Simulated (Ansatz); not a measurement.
AlBH5NO, SMILES NB[O][AlH2], a rigid scan of one bond angle

Computed with Ansatz 0.2.0, Python API.

Run as a notebook:

In [1]:
```python
import ansatz as az
from ase import Atoms
```

In [2]:
```python
atoms = Atoms(["N", "B", "O", "Al", "H", "H", "H", "H", "H"], positions=[
    [0.397, 1.5596, -0.7881],
    [0.6727, 0.1153, -0.7693],
    [-0.4297, -0.8734, -0.745],
    [-0.5403, -1.2898, 1.0408],
    [-0.2974, 1.7513, -1.6223],
    [-0.1853, 1.8395, 0.0695],
    [1.8264, -0.2316, -0.8731],
    [0.2705, -2.4744, 1.6821],
    [-1.6251, -0.4427, 1.9883],
])
```

In [3]:
```python
# relax first, so that the scan starts from a minimum
first = (
    az.Crystal.molecule_from_ase(atoms).calculation()
    .basis(gaussian="6-31G*")
    .functional("r2SCAN", dispersion="d4")
    .relax(force_tolerance=0.02, max_steps=80)
)
atoms.positions = first.run(threads=1).report["positions_ang"]
```

In [4]:
```python
rows = []
for angle in [85, 95, 105, 115, 125, 140, 160]:
    bent = atoms.copy()
    bent.set_angle(1, 2, 3, angle, indices=[3, 7, 8])
    calc = az.Crystal.molecule_from_ase(bent).calculation()
    calc = calc.basis(gaussian="6-31G*")
    calc = calc.functional("r2SCAN", dispersion="d4")
    rows.append((angle, calc.run(threads=1).report["free_energy_ev"]))
floor = min(e for _, e in rows)
for angle, e in rows:
    print(f"angle B1-O2-Al3 = {angle:3d} deg   {1000 * (e - floor):9.1f} meV")
```
```text
angle B1-O2-Al3 =  85 deg       547.2 meV
angle B1-O2-Al3 =  95 deg       307.9 meV
angle B1-O2-Al3 = 105 deg       215.5 meV
angle B1-O2-Al3 = 115 deg       154.0 meV
angle B1-O2-Al3 = 125 deg       101.4 meV
angle B1-O2-Al3 = 140 deg        41.3 meV
angle B1-O2-Al3 = 160 deg         0.0 meV
```

The scan is rigid, and the energies are electronic, in a modest basis. The zero is the lowest point of the grid, which needn't be the minimum. It ran for 2.2 min on 1 thread of Arm Neoverse V2, with other jobs on the host, peak memory 0.24 GiB.

(Lines on the test bed's own set-up are left out of the output.)
